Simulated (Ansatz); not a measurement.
# Alloy of ZnO and CdO (30 of 96 Zn sites exchanged), 192 atoms

Wanted: the relaxed alloy cell and its gap (PBEsol).

Method: density functional theory in Ansatz 0.2.0, PAW datasets, plane waves.

1 further run of the same task is left out (it didn't finish).

## 1. The system as built

192 atoms (66 Zn, 30 Cd, 96 O); a = 13.407 Å, b = 17.416 Å, c = 10.705 Å, α = 90.00°, β = 90.00°, γ = 90.00°. All atoms were shaken off their sites by about 0.02 Å along each axis.

Plan of the steps: (2) PBEsol cell relaxation at the single k point (½, ½, ½), on 1 × NVIDIA GB200 with 8 threads of Arm Neoverse-V2.

## 2. PBEsol relaxation of the cell and the positions

in.yaml reads:

```yaml
crystal:
  lattice:
    - [13.407176, 0.000000, 0.000000]
    - [0.000000, 17.416433, 0.000000]
    - [0.000000, 0.000000, 10.705406]
  atoms:
    - { symbol: Zn, position: [0.122877, 0.055287, 0.247288] }
    - { symbol: Zn, position: [0.998633, 0.221262, 0.749240] }
    - { symbol: Zn, position: [0.373445, 0.053816, 0.746210] }
    - { symbol: Zn, position: [0.251079, 0.222463, 0.751727] }
    - { symbol: Zn, position: [0.126817, 0.389752, 0.247475] }
    - { symbol: Zn, position: [0.125416, 0.388923, 0.749296] }
    - { symbol: Zn, position: [0.000160, 0.555489, 0.252994] }
    - { symbol: Zn, position: [0.999404, 0.556431, 0.746946] }
    - { symbol: Zn, position: [0.623709, 0.054293, 0.248510] }
    - { symbol: Zn, position: [0.623860, 0.054843, 0.747124] }
    - { symbol: Zn, position: [0.373016, 0.388796, 0.752654] }
    - { symbol: Zn, position: [0.250094, 0.555249, 0.247087] }
    - { symbol: Zn, position: [0.127185, 0.721235, 0.748369] }
    - { symbol: Zn, position: [0.998945, 0.889158, 0.749185] }
    - { symbol: Zn, position: [0.876137, 0.055211, 0.747366] }
    - { symbol: Zn, position: [0.748731, 0.221543, 0.248621] }
    - { symbol: Zn, position: [0.751219, 0.221869, 0.749337] }
    - { symbol: Zn, position: [0.623965, 0.388219, 0.250874] }
    - { symbol: Zn, position: [0.376911, 0.723063, 0.750363] }
    - { symbol: Zn, position: [0.249751, 0.890010, 0.250544] }
    - { symbol: Zn, position: [0.250013, 0.888752, 0.748220] }
    - { symbol: Zn, position: [0.874487, 0.387085, 0.247747] }
    - { symbol: Zn, position: [0.876516, 0.388945, 0.748869] }
    - { symbol: Zn, position: [0.748255, 0.556094, 0.250058] }
    - { symbol: Zn, position: [0.752230, 0.554381, 0.748607] }
    - { symbol: Zn, position: [0.623381, 0.722325, 0.250000] }
    - { symbol: Zn, position: [0.499490, 0.890191, 0.249199] }
    - { symbol: Zn, position: [0.499269, 0.887981, 0.747940] }
    - { symbol: Zn, position: [0.876125, 0.721927, 0.245586] }
    - { symbol: Zn, position: [0.874480, 0.724191, 0.750996] }
    - { symbol: Zn, position: [0.749592, 0.889404, 0.247547] }
    - { symbol: Zn, position: [0.750309, 0.887382, 0.747255] }
    - { symbol: Zn, position: [0.000206, 0.111921, 0.497184] }
    - { symbol: Zn, position: [0.252509, 0.113656, 0.497987] }
    - { symbol: Zn, position: [0.121931, 0.278575, 0.498645] }
    - { symbol: Zn, position: [0.999690, 0.443578, 0.997558] }
    - { symbol: Zn, position: [0.504304, 0.109219, 0.996839] }
    - { symbol: Zn, position: [0.374789, 0.277746, 0.998188] }
    - { symbol: Zn, position: [0.250569, 0.444676, 0.500710] }
    - { symbol: Zn, position: [0.123998, 0.610839, 0.498348] }
    - { symbol: Zn, position: [0.123682, 0.611351, 0.000260] }
    - { symbol: Zn, position: [0.000114, 0.777586, 0.499387] }
    - { symbol: Zn, position: [0.750107, 0.111801, 0.498808] }
    - { symbol: Zn, position: [0.625284, 0.278868, 0.500941] }
    - { symbol: Zn, position: [0.624747, 0.278846, 0.997992] }
    - { symbol: Zn, position: [0.499306, 0.444005, 0.495918] }
    - { symbol: Zn, position: [0.376974, 0.612077, 0.500808] }
    - { symbol: Zn, position: [0.375399, 0.612103, 0.999885] }
    - { symbol: Zn, position: [0.250196, 0.777382, 0.498342] }
    - { symbol: Zn, position: [0.250856, 0.778528, 0.999023] }
    - { symbol: Zn, position: [0.123891, 0.943741, 0.499368] }
    - { symbol: Zn, position: [0.126792, 0.943861, 0.000339] }
    - { symbol: Zn, position: [0.875691, 0.276714, 0.500637] }
    - { symbol: Zn, position: [0.748877, 0.444578, 0.500452] }
    - { symbol: Zn, position: [0.747949, 0.443452, 0.998169] }
    - { symbol: Zn, position: [0.625488, 0.610820, 0.496590] }
    - { symbol: Zn, position: [0.628026, 0.609130, 0.997330] }
    - { symbol: Zn, position: [0.502451, 0.778042, 0.998533] }
    - { symbol: Zn, position: [0.372289, 0.944615, 0.498584] }
    - { symbol: Zn, position: [0.374860, 0.942545, 0.000304] }
    - { symbol: Zn, position: [0.874460, 0.610720, 0.500273] }
    - { symbol: Zn, position: [0.747990, 0.777785, 0.999524] }
    - { symbol: Zn, position: [0.623802, 0.944138, 0.499494] }
    - { symbol: Zn, position: [0.627044, 0.943882, 0.000098] }
    - { symbol: Zn, position: [0.874512, 0.943808, 0.496021] }
    - { symbol: Zn, position: [0.871611, 0.943872, 0.998425] }
    - { symbol: Cd, position: [0.124423, 0.056880, 0.748922] }
    - { symbol: Cd, position: [0.997769, 0.221440, 0.247721] }
    - { symbol: Cd, position: [0.377014, 0.057885, 0.248116] }
    - { symbol: Cd, position: [0.253951, 0.220549, 0.249676] }
    - { symbol: Cd, position: [0.499060, 0.222904, 0.247640] }
    - { symbol: Cd, position: [0.499293, 0.221199, 0.744945] }
    - { symbol: Cd, position: [0.377250, 0.388497, 0.247258] }
    - { symbol: Cd, position: [0.248073, 0.555137, 0.746900] }
    - { symbol: Cd, position: [0.125202, 0.720823, 0.250451] }
    - { symbol: Cd, position: [0.997694, 0.890260, 0.247881] }
    - { symbol: Cd, position: [0.874266, 0.056539, 0.253055] }
    - { symbol: Cd, position: [0.625439, 0.388015, 0.746054] }
    - { symbol: Cd, position: [0.498717, 0.554977, 0.249679] }
    - { symbol: Cd, position: [0.499697, 0.554438, 0.748780] }
    - { symbol: Cd, position: [0.374581, 0.721438, 0.248339] }
    - { symbol: Cd, position: [0.623920, 0.722732, 0.748847] }
    - { symbol: Cd, position: [0.998287, 0.112266, 0.995036] }
    - { symbol: Cd, position: [0.250975, 0.110768, 0.997653] }
    - { symbol: Cd, position: [0.122966, 0.276063, 0.997415] }
    - { symbol: Cd, position: [0.000527, 0.444761, 0.498907] }
    - { symbol: Cd, position: [0.501967, 0.111007, 0.496880] }
    - { symbol: Cd, position: [0.374819, 0.278513, 0.499498] }
    - { symbol: Cd, position: [0.249644, 0.443153, 0.998667] }
    - { symbol: Cd, position: [0.000188, 0.775402, 0.000259] }
    - { symbol: Cd, position: [0.748342, 0.110832, 0.996369] }
    - { symbol: Cd, position: [0.499703, 0.443778, 0.998964] }
    - { symbol: Cd, position: [0.873602, 0.279173, 0.997570] }
    - { symbol: Cd, position: [0.499723, 0.777739, 0.497494] }
    - { symbol: Cd, position: [0.873239, 0.610207, 0.996257] }
    - { symbol: Cd, position: [0.749941, 0.779090, 0.502398] }
    - { symbol: O, position: [0.998583, 0.111586, 0.190363] }
    - { symbol: O, position: [0.001450, 0.109722, 0.690915] }
    - { symbol: O, position: [0.250261, 0.107229, 0.192311] }
    - { symbol: O, position: [0.247844, 0.110801, 0.690679] }
    - { symbol: O, position: [0.124732, 0.277600, 0.192218] }
    - { symbol: O, position: [0.124920, 0.279513, 0.690346] }
    - { symbol: O, position: [0.000322, 0.444930, 0.189642] }
    - { symbol: O, position: [0.000316, 0.446502, 0.689659] }
    - { symbol: O, position: [0.498930, 0.112456, 0.189239] }
    - { symbol: O, position: [0.499054, 0.111144, 0.691208] }
    - { symbol: O, position: [0.375401, 0.277807, 0.192381] }
    - { symbol: O, position: [0.375103, 0.277176, 0.690736] }
    - { symbol: O, position: [0.248314, 0.443749, 0.187192] }
    - { symbol: O, position: [0.251690, 0.444684, 0.690922] }
    - { symbol: O, position: [0.124325, 0.611440, 0.189537] }
    - { symbol: O, position: [0.124051, 0.610282, 0.692544] }
    - { symbol: O, position: [0.998465, 0.775965, 0.187117] }
    - { symbol: O, position: [0.001202, 0.776162, 0.688725] }
    - { symbol: O, position: [0.750804, 0.111029, 0.188583] }
    - { symbol: O, position: [0.751117, 0.113244, 0.691776] }
    - { symbol: O, position: [0.627787, 0.276422, 0.189863] }
    - { symbol: O, position: [0.627108, 0.276699, 0.691381] }
    - { symbol: O, position: [0.499169, 0.443767, 0.191131] }
    - { symbol: O, position: [0.501191, 0.444216, 0.691077] }
    - { symbol: O, position: [0.375863, 0.611958, 0.190764] }
    - { symbol: O, position: [0.376142, 0.610968, 0.687566] }
    - { symbol: O, position: [0.253000, 0.776179, 0.190968] }
    - { symbol: O, position: [0.248053, 0.778704, 0.689324] }
    - { symbol: O, position: [0.127088, 0.944742, 0.189180] }
    - { symbol: O, position: [0.127028, 0.946750, 0.688841] }
    - { symbol: O, position: [0.875939, 0.278099, 0.189385] }
    - { symbol: O, position: [0.875478, 0.277043, 0.687248] }
    - { symbol: O, position: [0.749767, 0.443064, 0.187793] }
    - { symbol: O, position: [0.750978, 0.443656, 0.690180] }
    - { symbol: O, position: [0.624174, 0.610625, 0.189534] }
    - { symbol: O, position: [0.627906, 0.611039, 0.692406] }
    - { symbol: O, position: [0.500268, 0.778215, 0.194611] }
    - { symbol: O, position: [0.501866, 0.778433, 0.689071] }
    - { symbol: O, position: [0.376464, 0.942607, 0.191149] }
    - { symbol: O, position: [0.374976, 0.944607, 0.691326] }
    - { symbol: O, position: [0.874316, 0.611363, 0.190386] }
    - { symbol: O, position: [0.877910, 0.609344, 0.689350] }
    - { symbol: O, position: [0.752894, 0.776684, 0.188074] }
    - { symbol: O, position: [0.750627, 0.779205, 0.686146] }
    - { symbol: O, position: [0.626934, 0.944370, 0.187249] }
    - { symbol: O, position: [0.625653, 0.945736, 0.693213] }
    - { symbol: O, position: [0.877097, 0.944981, 0.189821] }
    - { symbol: O, position: [0.877322, 0.944881, 0.691492] }
    - { symbol: O, position: [0.127172, 0.055926, 0.439791] }
    - { symbol: O, position: [0.125885, 0.056980, 0.936351] }
    - { symbol: O, position: [0.997890, 0.221735, 0.439765] }
    - { symbol: O, position: [0.998309, 0.223730, 0.939772] }
    - { symbol: O, position: [0.377002, 0.056468, 0.437708] }
    - { symbol: O, position: [0.372970, 0.053727, 0.941244] }
    - { symbol: O, position: [0.251005, 0.221853, 0.439630] }
    - { symbol: O, position: [0.249759, 0.218865, 0.941915] }
    - { symbol: O, position: [0.124308, 0.386395, 0.438053] }
    - { symbol: O, position: [0.127070, 0.388194, 0.940294] }
    - { symbol: O, position: [0.000368, 0.555964, 0.438692] }
    - { symbol: O, position: [0.996842, 0.556107, 0.939415] }
    - { symbol: O, position: [0.625662, 0.056814, 0.440446] }
    - { symbol: O, position: [0.624341, 0.054176, 0.938366] }
    - { symbol: O, position: [0.499616, 0.221607, 0.439982] }
    - { symbol: O, position: [0.500129, 0.221544, 0.939224] }
    - { symbol: O, position: [0.377193, 0.389397, 0.436537] }
    - { symbol: O, position: [0.375442, 0.390025, 0.939097] }
    - { symbol: O, position: [0.247407, 0.556414, 0.441919] }
    - { symbol: O, position: [0.250843, 0.555201, 0.936584] }
    - { symbol: O, position: [0.126969, 0.723560, 0.440202] }
    - { symbol: O, position: [0.127483, 0.722774, 0.939767] }
    - { symbol: O, position: [0.000934, 0.891534, 0.439598] }
    - { symbol: O, position: [0.998986, 0.889567, 0.938995] }
    - { symbol: O, position: [0.874852, 0.056410, 0.438827] }
    - { symbol: O, position: [0.876179, 0.056312, 0.939740] }
    - { symbol: O, position: [0.750045, 0.222486, 0.439646] }
    - { symbol: O, position: [0.749850, 0.223912, 0.939861] }
    - { symbol: O, position: [0.626827, 0.389283, 0.438174] }
    - { symbol: O, position: [0.622581, 0.388286, 0.942516] }
    - { symbol: O, position: [0.500325, 0.556022, 0.439463] }
    - { symbol: O, position: [0.501061, 0.556379, 0.939106] }
    - { symbol: O, position: [0.375833, 0.721357, 0.435086] }
    - { symbol: O, position: [0.373538, 0.719673, 0.937635] }
    - { symbol: O, position: [0.250991, 0.888141, 0.441444] }
    - { symbol: O, position: [0.250766, 0.888480, 0.941823] }
    - { symbol: O, position: [0.872995, 0.387657, 0.440773] }
    - { symbol: O, position: [0.872837, 0.389141, 0.937488] }
    - { symbol: O, position: [0.750173, 0.554302, 0.440280] }
    - { symbol: O, position: [0.747913, 0.556621, 0.940158] }
    - { symbol: O, position: [0.624992, 0.721425, 0.441202] }
    - { symbol: O, position: [0.627610, 0.723184, 0.940219] }
    - { symbol: O, position: [0.498441, 0.888611, 0.440658] }
    - { symbol: O, position: [0.499661, 0.888773, 0.938419] }
    - { symbol: O, position: [0.873855, 0.722137, 0.442167] }
    - { symbol: O, position: [0.876735, 0.721558, 0.938205] }
    - { symbol: O, position: [0.751091, 0.888560, 0.438845] }
    - { symbol: O, position: [0.751901, 0.889392, 0.940515] }
kpoints:
  mp_grid: { grid: [1, 1, 1], shift: [0.5, 0.5, 0.5] }
hamiltonian:
  xc: pbesol
scf:
  occupations: { method: fermi_dirac, width: 0.01 }
relax:
  f_tol: 0.03
  max_steps: 80
  escape_saddle: false
  adjacent_minimum: "off"
  cell: { fix: [alpha, beta, gamma] }
output:
  forces: true
  eigenvalues: true
  populations: true
```

Command:

```sh
> ansatz run in.yaml --threads 8 --pin off --max-ram 118750MiB --runs-dir r --events-out ev --progress --plain --backend cuda --devices 0, --max-vram 170GiB
```

What does the calculation give? Wanted: for each run, top filled to lowest empty.

The runs gave:

| level | time | top filled to lowest empty (eV) |
| --- | --- | --- |
| PBEsol, relaxation | 12 s (GPU) | 2.00 |

| quantity | value |
| --- | --- |
| relaxation | 6 recorded steps, 21.80 eV gained |
| largest shift | 0.31 Å (O105) |
| relaxed cell | a = 13.345 Å, b = 17.377 Å, c = 10.742 Å, α = 90.00°, β = 90.00°, γ = 90.00° |
| mean bonds | Cd–O 2.173, O–Zn 1.981 Å |

**In words.** The relaxation lowers the energy by 21.80 eV; the largest shift is 0.31 Å (O105), while the volume changes by -0.3 %. The mean lengths of the listed bonds run from O–Zn 1.98 Å to Cd–O 2.17 Å. With one k point the spacing samples only the states that fold onto it, so it can exceed the gap over the zone.
